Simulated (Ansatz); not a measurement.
# GePH5S: how energies converge with the basis set

How large a basis does GePH5S need? Two functionals are run in growing sets.

The runs use Ansatz 0.2.0, Gaussian basis; one geometry, several basis sets.

Levels to be run: PBE0-D4/def2-SVP; ωB97M-V/def2-SVP; PBE0-D4/def2-QZVPP; ωB97M-V/def2-QZVPP; the functionals' def2-TZVPP values are taken from earlier runs.

### 1 The relaxed structure

The geometry comes from an earlier relaxation with PBE0-D4 in a triple-zeta def2 set; it is a stationary point, not always the lowest conformer.

SMILES `[PH2][GeH2][SH]`, 8 atoms, charge 0, spin multiplicity 1.

Atoms are counted from 1 here; the program's logs count them from 0.

Bond lengths: P1–Ge2 2.319 Å, P1–H4 1.420 Å, P1–H5 1.421 Å, Ge2–S3 2.228 Å, Ge2–H6 1.539 Å, Ge2–H7 1.536 Å, S3–H8 1.343 Å. Angles: Ge2–P1–H4 93.2°, Ge2–P1–H5 93.1°, H4–P1–H5 93.3°, P1–Ge2–S3 114.5°, P1–Ge2–H6 108.3°, P1–Ge2–H7 109.6°, S3–Ge2–H6 110.0°, S3–Ge2–H7 104.2°, H6–Ge2–H7 110.2°, Ge2–S3–H8 94.4°.

### 2 PBE0-D4 in def2-SVP

Input file in.yaml:

```yaml
crystal:
  periodic: [false, false, false]
  atoms:
    - {symbol: P, position_ang: [-0.205939, 0.729151, -1.668671]}
    - {symbol: Ge, position_ang: [0.824450, 0.078699, 0.304005]}
    - {symbol: S, position_ang: [-0.316335, -1.424107, 1.489881]}
    - {symbol: H, position_ang: [-0.637213, -0.589081, -1.971775]}
    - {symbol: H, position_ang: [-1.421085, 1.064241, -1.013105]}
    - {symbol: H, position_ang: [1.079787, 1.336547, 1.153739]}
    - {symbol: H, position_ang: [2.152171, -0.623911, -0.015680]}
    - {symbol: H, position_ang: [-1.383735, -0.628539, 1.665905]}
basis:
  gaussian: {orbitals: def2-SVP}
hamiltonian: {xc: pbe0, dispersion: d4}
output: {orbitals: {seedname: orbitals}}
```

Run with:

```
> ansatz run in.yaml --threads 2 --pin off --events-out ev --progress --plain --max-ram 4352MiB
```

The log of the run:

```text
Functional definition: PBE0
  name "PBE0"
  cite "Adamo & Barone, J. Chem. Phys. 110, 6158 (1999) doi:10.1063/1.478522"
  cite "Perdew, Burke & Ernzerhof, Phys. Rev. Lett. 77, 3865 (1996) doi:10.1103/PhysRevLett.77.3865"
  parent pbe
  parameter a = 0.25
  parameter kappa = 0.804
  parameter beta = 0.06672455060314922
  exchange = (1 - a)*pbe_x(kappa = kappa, mu = beta*pi^2/3) + a*exact_x
  correlation = pbe_c(beta = beta)
892 factors; integrals over basis functions are off by at most 1.3e-3 eV
mean field evaluation 1: about -76696.0362 eV, gradient 1.7e1 eV
mean field evaluation 2: about -76696.1286 eV, gradient 1.7e1 eV
mean field evaluation 4: about -76696.5992 eV, gradient 4.4e-1 eV
mean field evaluation 8: about -76696.6559 eV, gradient 5.4e-2 eV
mean field evaluation 16: about -76696.6559 eV, gradient 3.0e-5 eV
mean field -76696.65591663 eV, -2818.5501180757 hartree, gradient 3.0e-5 eV, S^2 0.000000; 0 other end points of the search recorded, 0 dependent functions left out
reference -76696.65594074 eV, -2818.5501189615 hartree; 34, 34 occupied and 59, 59 virtual orbitals, 892 factors
Total energy: -76696.82315298 eV, -2818.5562638979 hartree
```

Run time: 1.8 s. Hardware: 2 threads of Arm Neoverse V1, shared host.

### 3 ωB97M-V in def2-SVP

in.yaml: that of step 2 with these lines changed.

```diff
@@ -13,3 +13,3 @@
   gaussian: {orbitals: def2-SVP}
-hamiltonian: {xc: pbe0, dispersion: d4}
+hamiltonian: {xc: {name: wB97M-V}}
 output: {orbitals: {seedname: orbitals}}
```

Same command.

The log of the run, cut to the lines that bear on the results:

```text
Functional definition: wB97M-V
  name "wB97M-V"
  cite "Mardirossian & Head-Gordon, J. Chem. Phys. 144, 214110 (2016) doi:10.1063/1.4952647"
  cite "Becke, J. Chem. Phys. 107, 8554 (1997) doi:10.1063/1.475007"
  cite "Vydrov & Van Voorhis, J. Chem. Phys. 133, 244103 (2010) doi:10.1063/1.3521275"
  # Of w^i u^j: cxij and so on, Table III.
[...]
  gx(w, u) = 1 - cx + cx01*u + cx10*w
  gss(w, u) = css00 + css04*u^4 + css10*w + css20*w^2 + css43*w^4*u^3
  gos(w, u) = cos00 + cos10*w + (cos20 + cos21*u)*w^2 + (cos60 + cos61*u)*w^6
[...]
      + integral(e_c_pw_mod_opposite_spin*gos(b97_w_opposite, b97_u_opposite)) + vv10(b, c)
892 factors; integrals over basis functions are off by at most 1.3e-3 eV
295 factors; integrals over basis functions are off by at most 9.2e-6 eV
[...]
mean field -76706.37634761 eV, -2818.9073373255 hartree, gradient 3.0e-5 eV, S^2 0.000000; 0 other end points of the search recorded, 0 dependent functions left out
reference -76706.37638744 eV, -2818.9073387892 hartree; 34, 34 occupied and 59, 59 virtual orbitals, 892 factors
Total energy: -76706.37638744 eV, -2818.9073387892 hartree
```

Wall time 8 s (2 threads of Arm Neoverse V1, shared host); peak memory 0.28 GiB.

### 4 PBE0-D4 in def2-QZVPP

in.yaml: that of step 3 with these lines changed.

```diff
@@ -12,4 +12,4 @@
 basis:
-  gaussian: {orbitals: def2-SVP}
-hamiltonian: {xc: {name: wB97M-V}}
+  gaussian: {orbitals: "def2-QZVPP.json"}
+hamiltonian: {xc: pbe0, dispersion: d4}
 output: {orbitals: {seedname: orbitals}}
```

Same command.

The log of the run:

```text
Functional definition: PBE0
  name "PBE0"
  cite "Adamo & Barone, J. Chem. Phys. 110, 6158 (1999) doi:10.1063/1.478522"
  cite "Perdew, Burke & Ernzerhof, Phys. Rev. Lett. 77, 3865 (1996) doi:10.1103/PhysRevLett.77.3865"
  parent pbe
  parameter a = 0.25
  parameter kappa = 0.804
  parameter beta = 0.06672455060314922
  exchange = (1 - a)*pbe_x(kappa = kappa, mu = beta*pi^2/3) + a*exact_x
  correlation = pbe_c(beta = beta)
1624 factors; their error is unknown
mean field evaluation 1: about -76711.5314 eV, gradient 2.3e1 eV
mean field evaluation 2: about -76711.8448 eV, gradient 2.4e1 eV
mean field evaluation 4: about -76712.5291 eV, gradient 1.2e0 eV
mean field evaluation 8: about -76712.6990 eV, gradient 4.4e-1 eV
mean field -76712.69905363 eV, -2819.1396924860 hartree, gradient 6.4e-5 eV, S^2 0.000000; 0 other end points of the search recorded, 0 dependent functions left out
reference -76712.69908987 eV, -2819.1396938177 hartree; 34, 34 occupied and 345, 345 virtual orbitals, 1624 factors
Total energy: -76712.86630211 eV, -2819.1458387541 hartree
```

Run time: 14 s. Hardware: 2 threads of Arm Neoverse V1, shared host; peak memory 1.2 GiB.

### 5 ωB97M-V in def2-QZVPP

in.yaml: that of step 4 with these lines changed.

```diff
@@ -13,3 +13,3 @@
   gaussian: {orbitals: "def2-QZVPP.json"}
-hamiltonian: {xc: pbe0, dispersion: d4}
+hamiltonian: {xc: {name: wB97M-V}}
 output: {orbitals: {seedname: orbitals}}
```

The command is unchanged.

The log of the run, cut to the lines that bear on the results:

```text
Functional definition: wB97M-V
  name "wB97M-V"
  cite "Mardirossian & Head-Gordon, J. Chem. Phys. 144, 214110 (2016) doi:10.1063/1.4952647"
  cite "Becke, J. Chem. Phys. 107, 8554 (1997) doi:10.1063/1.475007"
  cite "Vydrov & Van Voorhis, J. Chem. Phys. 133, 244103 (2010) doi:10.1063/1.3521275"
  # Of w^i u^j: cxij and so on, Table III.
[...]
  gx(w, u) = 1 - cx + cx01*u + cx10*w
  gss(w, u) = css00 + css04*u^4 + css10*w + css20*w^2 + css43*w^4*u^3
  gos(w, u) = cos00 + cos10*w + (cos20 + cos21*u)*w^2 + (cos60 + cos61*u)*w^6
[...]
      + integral(e_c_pw_mod_opposite_spin*gos(b97_w_opposite, b97_u_opposite)) + vv10(b, c)
1552 factors; their error is unknown
326 factors; integrals over basis functions are off by at most 1.4e-5 eV
[...]
mean field -76722.34867083 eV, -2819.4943093773 hartree, gradient 6.2e-5 eV, S^2 0.000000; 0 other end points of the search recorded, 0 dependent functions left out
reference -76722.34872825 eV, -2819.4943114875 hartree; 34, 34 occupied and 345, 345 virtual orbitals, 1552 factors
Total energy: -76722.34872825 eV, -2819.4943114875 hartree
```

Wall time 33 s (2 threads of Arm Neoverse V1, shared host); peak memory 1.4 GiB.

### 6 Functionals by basis

The def2-TZVPP values come from earlier runs at the same geometry.

```
functional       basis  functions  energy (eV)  from the largest (eV)  HOMO (eV)  LUMO (eV)
   PBE0-D4    def2-SVP         93  -76696.8232                 16.043      -7.00      -0.16
   PBE0-D4  def2-TZVPP        202  -76711.0198                  1.846      -7.10      -0.55
   PBE0-D4  def2-QZVPP        379  -76712.8663                  0.000      -7.12      -0.66
   ωB97M-V    def2-SVP         93  -76706.3764                 15.972      -9.04       1.85
   ωB97M-V  def2-TZVPP        202  -76720.5566                  1.792      -9.16       1.31
   ωB97M-V  def2-QZVPP        379  -76722.3487                  0.000      -9.19       1.05
```

### 7 What came out

```
                                       quantity           value
PBE0-D4: double and triple zeta above quadruple  16.04, 1.85 eV
ωB97M-V: double and triple zeta above quadruple  15.97, 1.79 eV
```

**Reading.** For PBE0-D4 the step from double to triple zeta gains 14.20 eV and the next only 1.85 eV. Total energies overstate the basis error of differences, where much of it tends to cancel. The LUMO of ωB97M-V is positive and keeps falling with the basis (1.85 to 1.05 eV): an unbound level that the basis holds in place.

For PBE0-D4 the largest set took about 8 times as long as the smallest (14 s against 1.8 s).
